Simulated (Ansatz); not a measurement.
This script drives the Ansatz DFT code, driven from Python.

`edit.py`:
```python
# -*- coding: utf-8 -*-
"""Editing single keys of the input for TcPt3."""

import warnings

import ansatz

config = {
    "xc": "r2SCAN",
    "vdw": "d4",
    "smearing": "Marzari-Vanderbilt",
    "kspacing": 0.26,
}

warnings.simplefilter("ignore", ansatz.DeckWarning)

structure = (
    ansatz.Lattice.from_parameters(3.877576, 3.877576, 7.936573, alpha=90, beta=90, gamma=90)
    .space_group(139, hermann_mauguin="I4/mmm")
    .atom("Tc", [0.0, 0.0, 0.0])
    .atom("Pt", [0.0, 0.5, 0.25])
    .atom("Pt", [0.5, 0.5, 0.0])
    .primitive()
)

job = structure.calculation()
job = job.functional(config["xc"], dispersion=config["vdw"]).occupations(config["smearing"], width=100 * ansatz.meV)
job = job.kpoints(spacing=config["kspacing"])
job = job.band_table()
typed = job.input()
rows = []
for value in [2, 5, 10]:
    edited = typed.set(ansatz.key.scf.mixing.ndim, value)
    data = ansatz.Session.from_dict(edited).plan().execute().report
    rows.append((value, data["free_energy_ev"], data["n_iterations"], len(data["eigenvalues_ev"][0]) if "eigenvalues_ev" in data else 0))
print("       history            F eV      iterations    bands listed")
for row in rows:
    print(f"{str(row[0]):>14s}  {row[1]:14.5f}  {row[2]:14d}  {row[3]:14d}")
print(edited.to_yaml())
```

It is started by `python edit.py`. Estimate its wall time and peak memory on 1 thread of Arm Neoverse V2 (shared host).

It took about 100 s, with a peak of 0.65 GiB, for 3 runs of the engine.

Running `python edit.py` prints:
```text
       history            F eV      iterations    bands listed
             2    -43021.38588              19              42
             5    -43021.38588              12              42
            10    -43021.38588              11              42
crystal:
  lattice:
    a: 3.877576
    b: 3.877576
    c: 7.936573
    alpha: 90.0
    beta: 90.0
    gamma: 90.0
  space_group: 139
  setting:
    hermann_mauguin: I4/mmm
  atoms:
    - { symbol: Tc, position: [0.0, 0.0, 0.0] }
    - { symbol: Pt, position: [0.0, 0.5, 0.25] }
    - { symbol: Pt, position: [0.5, 0.5, 0.0] }
  reduce_to_primitive: true
kpoints:
  mp_grid:
    kspacing: 0.26
hamiltonian:
  xc: r2scan
  dispersion: d4
scf:
  occupations:
    method: cold
    width: 0.1
  mixing:
    ndim: 10
output:
  eigenvalues: true
```

Reading the output:
- Total energies depend on the potentials; only differences at equal settings carry meaning. A total without «per atom» is that of the whole cell that was run.
- Spin is left out of this run.
- Dispersion corrections can be off by several per cent in the lattices of metals, and by several GPa in the pressure at a fixed cell.
- The mesh is modest for a metal, so energies can be off by several to tens of meV an atom and pressures by half a GPa or more; differences at equal mesh fare better.
- Spin-orbit coupling, which matters for elements this heavy, is left out.
- The structure comes from a database of computed cells and needn't be a stable or known phase.
